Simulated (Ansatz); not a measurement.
# YAu: strong compression

The task here is to estimate one member of a computed series from the others.

Computed with Ansatz 0.2.0 (DFT, PBEsol, PAW with Ansatz's default frozen-core files, scalar-relativistic, unless a step's input says otherwise).

1 further run of the same task is left out (for a known fault of the program).

**The starting structure**

The structure is cubic, space group Pm-3m (No. 221). Conventional cell: a = 3.559 Å, b = 3.559 Å, c = 3.559 Å, α = 90.00°, β = 90.00°, γ = 90.00°. Y (site symmetry m-3m) is surrounded by 8 Au at 3.08 Å. Au (site symmetry m-3m) is surrounded by 8 Y at 3.08 Å.

As a file:

```
Y Au
1.0
     3.55900    0.00000    0.00000
     0.00000    3.55900    0.00000
     0.00000    0.00000    3.55900
Y Au
1 1
Direct
  0.50000 0.50000 0.50000
  0.00000 0.00000 0.00000
```

Whether this phase is the stable one at these pressures isn't tested.

Atoms are numbered in the order of the input: Y1, Au2.

Set-up of the first run:

Input file input.yaml:

```yaml
crystal:
  lattice:
    - [3.559, 0.0, 0.0]
    - [0.0, 3.559, 0.0]
    - [0.0, 0.0, 3.559]
  atoms:
    - { symbol: "Y", position: [0.5, 0.5, 0.5] }
    - { symbol: Au, position: [0.0, 0.0, 0.0] }
kpoints:
  mp_grid: { grid: [10, 10, 10] }
scf:
  occupations: { method: fermi_dirac, width: 0.05 }
hamiltonian:
  xc: pbesol
  pseudopotentials: { kind: paw }
output:
  forces: true
  stress: true
  write_density: true
  write_potential: true
  elf: true
  volumetric_format: npy
relax:
  f_tol: 0.01
  max_steps: 30
```

Launch:

```
> ansatz run input.yaml --threads 1 --pin off --max-ram 2048MiB --backend cpu --events-out ev --progress --plain --runs-dir out
```

Among the steps run: Atoms relaxed at the given volume, PAW; Volume scaled by 1, PAW; Atoms relaxed at 0.55 of the volume, PAW; Volume scaled by 0.55, PAW; Atoms relaxed at 0.45 of the volume, PAW; Volume scaled by 0.45, PAW; Atoms relaxed at 0.4 of the volume, PAW; Volume scaled by 0.4, PAW.

One of the session's tables, all rows but one given; the rest of the session is left out.

```
method  volume over the first  volume (Å³/atom)  pressure (GPa)
   PAW                      1            22.540           -0.54
   PAW                   0.55                 ?               ?
   PAW                   0.45            10.143          403.16
   PAW                    0.4             9.016          595.34
```

Estimate the missing values for PAW, 0.55.

The run gave: volume (Å³/atom): 12.397; pressure (GPa): 197.27. In the column «volume (Å³/atom)» it lies between PAW, 0.45 (10.143) and PAW, 1 (22.540).

Caveats from the session: Warnings in the runs' records: stress scf threshold loose, gradients without spin orbit.
